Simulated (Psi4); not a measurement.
# A workflow on [SiCl3]+ (SMILES Cl[Si+](Cl)Cl)

Wanted: a structure relaxation (HF-3c/MINIX), then vibrational wavenumbers, then a single-point energy (CCSD(T)/cc-pVDZ) of [SiCl3]+. 

Program for the calculation: Psi4 1.11.

## (1) The molecule

[SiCl3]+: 4 atoms, total charge +1, spin state singlet. As SMILES, `Cl[Si+](Cl)Cl`. All atoms were displaced at random from a relaxed shape. The run starts from this shape.

Bond lengths: Cl1–Si2 2.063 Å, Si2–Cl3 1.932 Å, Si2–Cl4 1.831 Å. Angles: Cl1–Si2–Cl3 117.4°, Cl1–Si2–Cl4 119.2°, Cl3–Si2–Cl4 123.4°.

## (2) A structure relaxation at HF-3c/MINIX (density fitting) (run 1)

Contents of cl3si.xyz:

```xyz
4
Cl3Si
Cl    -1.606311    -0.599489     1.047581
Si     0.034314     0.067668    -0.010791
Cl     1.758419    -0.658044     0.471846
Cl    -0.199570     1.315721    -1.329346
```

Contents of job.py:

```python
import psi4

psi4.set_memory('1600 MB')
psi4.set_num_threads(1)
psi4.core.set_output_file('psi4.out', False)

with open('cl3si.xyz') as f:
    atoms = ''.join(f.readlines()[2:])
m = psi4.geometry('1 1\n' + atoms + 'symmetry c1')

psi4.set_options({
    'reference': 'rks',
    'geom_maxiter': 60,
})

E, wfn = psi4.optimize("HF-3C", return_wfn=True)
print(f'HF-3C energy: {E:.10f} Eh')
m.save_xyz_file('final.xyz', False)
```

Run with:

```console
$ python job.py
```

psi4.out:

```text
[...]
  Running in c1 symmetry.
[...]
  Nuclear repulsion =  331.497210947027497
[...]
  Multiplicity = 1
[...]
  Nalpha       = 32
  Nbeta        = 32
[...]
    Number of basis functions: 56
[...]
   @DF-RKS iter   1: -1659.05998555668430    3.32657e-01   7.72055e-03 ADIIS/DIIS
[...]
   @DF-RKS iter   6: -1659.20451245371419   -3.63798e-12   8.36446e-09 DIIS
[...]
    Orbital Energies [Eh]
    ---------------------
    Doubly Occupied:
       1A   -104.424756     2A   -104.424637     3A   -104.423503
       4A    -68.839908     5A    -10.832385     6A    -10.832323
       7A    -10.832195     8A     -8.267319     9A     -8.267221
      10A     -8.266926    11A     -8.263951    12A     -8.263560
      13A     -8.263441    14A     -8.263337    15A     -8.263269
      16A     -8.263138    17A     -6.597868    18A     -4.677087
      19A     -4.675251    20A     -4.675246    21A     -1.425236
      22A     -1.378783    23A     -1.378656    24A     -0.954823
      25A     -0.835056    26A     -0.834980    27A     -0.787311
      28A     -0.753269    29A     -0.753260    30A     -0.737767
      31A     -0.737664    32A     -0.713892
[...]
  @DF-RKS Final Energy: -1659.20451245371419
   => Energetics <=
    Nuclear Repulsion Energy =            327.6346160946945929
    One-Electron Energy =               -2931.8001947610100615
    Two-Electron Energy =                 944.9920788654796979
    Total Energy =                      -1659.2045124537141874
[...]
 Multipole Moments:
 ------------------------------------------------------------------------------------
     Multipole            Electronic (a.u.)      Nuclear  (a.u.)        Total (a.u.)
 ------------------------------------------------------------------------------------
 L = 1.  Multiply by 2.5417464519 to convert [e a0] to [Debye]
 Dipole X            :         -0.0008730           -0.0002148           -0.0010879
 Dipole Y            :          0.0007529            0.0002147            0.0009675
 Dipole Z            :         -0.0003993           -0.0000680           -0.0004674
 Magnitude           :                                                    0.0015290
[...]
  -Total Gradient:
     Atom            X                  Y                   Z
    ------   -----------------  -----------------  -----------------
       1        0.000002573849    -0.000033527560     0.000029364868
       2       -0.000152535404     0.000124267164    -0.000086637733
       3        0.000118946679    -0.000058188204     0.000034385649
       4        0.000031014865    -0.000032551392     0.000022887229
[...]
    Final optimized geometry and variables:
    Molecular point group: c1
    Full point group: C1
    Geometry (in Angstrom), charge = 1, multiplicity = 1:
    CL          -1.573187483698    -0.627141079453     0.990068529336
    SI          -0.000284848200     0.000284639516    -0.000090193241
    CL           1.778039492370    -0.703686635419     0.437004357616
    CL          -0.204624115088     1.330599988246    -1.427000727601
[...]
```

On the terminal:

```text
Some dependencies such as QCElemental have not yet finished migration to pydantic v2. If issues are encountered please downgrade pydantic or upgrade QCElemental as appropriate
	Energy has increased in a minimization.
	Energy ratio indicates iffy step.
	Intrafrag trust radius decreased to   0.25.
	Previous geometry is closer to target in internal coordinates, so using that one.

	Best geometry has RMS(Delta(q)) = 1.45e-06

	Previous geometry is closer to target in internal coordinates, so using that one.

	Best geometry has RMS(Delta(q)) = 2.73e-08

Optimizer: Optimization complete!
HF-3C energy: -1659.2045124537 Eh
```

Run time: 11 s. Hardware: 1 thread of Intel Xeon Platinum 8223CL at 3.00GHz (Skylake/Cascade Lake), shared host; peak memory 0.25 GiB.

The path in brief:

```tsv
step	energy from the first frame kept (eV)	largest force (eV/Å)
0	0.0000	5.9925
1	-0.3509	2.2509
2	-0.4061	0.4334
3	-0.2448	1.3137
4	-0.3485	0.8333
5	-0.4135	0.1564
6	-0.4157	0.0308
7	-0.4157	0.0111
```

After the run. Bond lengths: Cl1–Si2 1.962 Å, Si2–Cl3 1.962 Å, Si2–Cl4 1.962 Å. Angles: Cl1–Si2–Cl3 120.0°, Cl1–Si2–Cl4 120.0°, Cl3–Si2–Cl4 120.0°.

## (3) The harmonic vibrations at HF-3c/MINIX (density fitting) (run 2)

Contents of input.in:

```
memory 1.6 GB

molecule m {
  1 1
  Cl    -1.578453    -0.597582     1.037817
  Si    -0.005550     0.029844     0.047659
  Cl     1.772774    -0.674128     0.484753
  Cl    -0.209890     1.360159    -1.379252
  units angstrom
}

set globals {
  t                          298.15
  rotational_symmetry_number 6
}

E, wfn = freq('hf-3c', return_wfn=True)
print_variables()
```

Run with:

```console
$ psi4 -i input.in -o input.out -n 1
```

input.out, cut to the lines that bear on the results:

```text
[...]
  Running in c1 symmetry.
[...]
  Nuclear repulsion =  327.634614709501250
[...]
  Multiplicity = 1
[...]
  Nalpha       = 32
  Nbeta        = 32
[...]
    Number of basis functions: 56
[...]
   @DF-RHF iter   1: -1659.07235256330159    2.04323e-01   7.82418e-03 ADIIS/DIIS
[...]
  -Total Gradient:
     Atom            X                  Y                   Z
    ------   -----------------  -----------------  -----------------
       1        0.000002577843    -0.000033535343     0.000029345885
       2       -0.000152435172     0.000124241285    -0.000086547972
       3        0.000118876048    -0.000058189743     0.000034373846
       4        0.000030981295    -0.000032516215     0.000022828240
[...]
   @DF-RHF iter   9: -1659.20451245353865   -3.50155e-11   5.96472e-09 DIIS
[...]
    Orbital Energies [Eh]
    ---------------------
    Doubly Occupied:
       1A   -104.424756     2A   -104.424637     3A   -104.423503
       4A    -68.839908     5A    -10.832385     6A    -10.832323
[...]
  @DF-RHF Final Energy: -1659.20451245353865
   => Energetics <=
    Nuclear Repulsion Energy =            327.6346147095012498
    One-Electron Energy =               -2931.8001913774705827
    Two-Electron Energy =                 944.9920768667783477
    Total Energy =                      -1659.2045124535384275
[...]
 Multipole Moments:
 ------------------------------------------------------------------------------------
     Multipole            Electronic (a.u.)      Nuclear  (a.u.)        Total (a.u.)
 ------------------------------------------------------------------------------------
[...]
  ==> Harmonic Vibrational Analysis <==
[...]
  Freq [cm^-1]                 189.7442            189.8872            250.3369
[...]
  IR activ [km/mol]             9.6477              9.6389             41.2527
[...]
  Freq [cm^-1]                 463.8360            780.7522            781.3036
[...]
  IR activ [km/mol]             0.0000             174.3675            174.4306
[...]
  Total E_0, Enthalpy at 0 [K]                                                        -1659.19846196 [Eh]
[...]
  Total H, Enthalpy at  298.15 [K]                                                    -1659.19262511 [Eh]
[...]
  Total G, Gibbs energy at  298.15 [K]                                                -1659.22707241 [Eh]
[...]
```

The script printed:

```text
Warning: used thermodynamics relations inappropriate for low-frequency modes: ['189.7442' '189.8872' '250.3369' '463.8360']
```

It took 20 s on 1 thread of Intel Xeon Platinum 8223CL at 3.00GHz (Skylake/Cascade Lake), shared host; peak memory 0.37 GiB.

## (4) The energy at CCSD(T)/cc-pVDZ (run 3)

Contents of cl3si.xyz:

```xyz
4
Cl3Si
Cl    -1.578453    -0.597582     1.037817
Si    -0.005550     0.029844     0.047659
Cl     1.772774    -0.674128     0.484753
Cl    -0.209890     1.360159    -1.379252
```

Contents of run.py:

```python
import psi4

psi4.set_memory(1600000000)
psi4.set_num_threads(1)
psi4.set_output_file('run.log', False)

with open('cl3si.xyz') as f:
    atoms = ''.join(f.readlines()[2:])
molecule = psi4.geometry('1 1\n' + atoms + 'symmetry c1')

psi4.set_options(dict(basis='cc-pVDZ', scf_type='pk', freeze_core=True))

e = psi4.energy('ccsd(t)')
print(f'total energy {e:.8f} hartree = {e * 27.211386:.5f} eV')
```

Run with:

```console
$ python run.py
```

run.log:

```text
[...]
  Running in c1 symmetry.
[...]
  Nuclear repulsion =  327.634614709501250
[...]
  Multiplicity = 1
[...]
  Nalpha       = 32
  Nbeta        = 32
[...]
    Number of basis functions: 72
[...]
   @RHF iter   1: -1667.19827217654893    4.84146e-01   4.34588e-03 DIIS/ADIIS
[...]
   @RHF iter  10: -1667.26825883301672   -4.54747e-12   2.95056e-09 DIIS
[...]
    Orbital Energies [Eh]
    ---------------------
    Doubly Occupied:
       1A   -105.093197     2A   -105.093164     3A   -105.093090
       4A    -69.195575     5A    -10.821433     6A    -10.821395
       7A    -10.821315     8A     -8.288407     9A     -8.288370
      10A     -8.288290    11A     -8.285308    12A     -8.285272
      13A     -8.285193    14A     -8.284943    15A     -8.284907
      16A     -8.284827    17A     -6.531825    18A     -4.638427
      19A     -4.637649    20A     -4.637645    21A     -1.398318
      22A     -1.353481    23A     -1.353366    24A     -0.933818
      25A     -0.818407    26A     -0.818331    27A     -0.764819
      28A     -0.730147    29A     -0.730144    30A     -0.715060
      31A     -0.714970    32A     -0.692479
[...]
  @RHF Final Energy: -1667.26825883301672
   => Energetics <=
    Nuclear Repulsion Energy =            327.6346147095012498
    One-Electron Energy =               -2943.8386029968978619
    Two-Electron Energy =                 948.9357294543797252
    Total Energy =                      -1667.2682588330167164
[...]
 Multipole Moments:
 ------------------------------------------------------------------------------------
     Multipole            Electronic (a.u.)      Nuclear  (a.u.)        Total (a.u.)
 ------------------------------------------------------------------------------------
 L = 1.  Multiply by 2.5417464519 to convert [e a0] to [Debye]
 Dipole X            :         -0.0009978           -0.0002145           -0.0012123
 Dipole Y            :          0.0008298            0.0002149            0.0010447
 Dipole Z            :         -0.0004876           -0.0000677           -0.0005553
 Magnitude           :                                                    0.0016939
[...]
      * MP2 total energy                      = -1667.746033810707786
[...]
      * CCSD total energy                     = -1667.781421581429868
[...]
      * CCSD(T) total energy                  = -1667.795812950264235
```

The script printed:

```text
total energy -1667.79581295 hartree = -45383.03564 eV
```

Wall time 52 s (1 thread of Intel Xeon Platinum 8223CL at 3.00GHz (Skylake/Cascade Lake), shared host); peak memory 0.37 GiB.

## (5) What came out

| quantity | value |
| --- | --- |
| run 1, HF-3c/MINIX: total energy at the end | -1659.20451 Eh |
| run 1, HF-3c/MINIX: HOMO energy | -19.43 eV |
| run 1, HF-3c/MINIX: LUMO energy | -5.57 eV |
| run 1, HF-3c/MINIX: HOMO–LUMO gap | 13.85 eV |
| run 2, HF-3c/MINIX: lowest harmonic wavenumber | 190 cm⁻¹ |
| run 2, HF-3c/MINIX: highest harmonic wavenumber | 781 cm⁻¹ |
| run 2, HF-3c/MINIX: zero-point energy | 15.9 kJ/mol |
| run 2, HF-3c/MINIX: ideal-gas entropy at 298.15 K (symmetry number 6 as used) | 72.5 cal/(mol K) |
| run 3, CCSD(T)/cc-pVDZ: total energy | -1667.79581 Eh |
| run 3, CCSD(T)/cc-pVDZ: HOMO energy (Hartree–Fock orbitals) | -18.84 eV |
| run 3, CCSD(T)/cc-pVDZ: LUMO energy (Hartree–Fock orbitals) | -5.06 eV |
| run 3, CCSD(T)/cc-pVDZ: HOMO–LUMO gap (Hartree–Fock orbitals) | 13.78 eV |
| run 3, CCSD(T)/cc-pVDZ: correlation energy (20 core orbitals frozen) | -527.6 mEh |
| run 3, CCSD(T)/cc-pVDZ: (T) correction | -14.39 mEh |
| run 3, CCSD(T)/cc-pVDZ: T1 diagnostic | 0.013 |

What this shows: The optimisation (run 1, HF-3c/MINIX) took 8 steps and changed the energy by -0.416 eV. All 6 modes (run 2, HF-3c/MINIX) are real, so the shape is a minimum at this level. The triples (run 3, CCSD(T)/cc-pVDZ) make up 2.7 % of the correlation energy.
